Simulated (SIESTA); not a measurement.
Crystal: MgTiNbO4.

```
CELL_PARAMETERS angstrom
-1.90150 2.12251 4.98306
1.90150 -2.12251 4.98306
1.90150 2.12251 -4.98306
ATOMIC_POSITIONS crystal
Nb 0.02624 0.02624 0.00000
Ti 0.71324 0.21324 0.50000
Mg 0.31383 0.81383 0.50000
O 0.77887 0.77887 0.00000
O 0.95744 0.45744 0.50000
O 0.24422 0.24422 0.00000
O 0.51377 0.01376 0.50000
```

The cell comes from a database or a generator and needn't be the stable form of this composition.

Base run:

| Property | Result |
| --- | --- |
| Program | SIESTA 5.4.2 |
| Functional | PBE |
| Potentials or basis | PseudoDojo 0.4 standard (PBE files) |
| Basis | DZP (energy shift 0.003 Ry; two zetas on semicore shells) |
| Grid cutoff | 800 Ry |
| Energy shift | 0.003 Ry |
| k mesh | 9 × 9 × 9 |
| Occupations | fermi-dirac, width 0.05 eV |
| Spin | no spin polarisation |

Its results: band gap on the k mesh none (metal or under the smearing width); pressure 1.9 GPa; largest force 0.260 eV/Å.

Question: The run is repeated on the same cell with these changes: functional from PBE to PBEsol; potentials or basis from PseudoDojo 0.4 standard (PBE files) to PseudoDojo 0.4 standard (PBEsol files). What comes out?

Answer: Band gap on the k mesh none (metal or under the smearing width); pressure -4.1 GPa; largest force 0.271 eV/Å.

Caveats: the basis of atomic orbitals isn't converged, which shifts pressures, moduli and gaps; an odd number of electrons without spin polarisation forces a metal; a magnetic or distorted state may lie lower; semilocal functionals often make such compounds metallic where correlation or magnetic order opens a gap, which also shifts bond lengths.
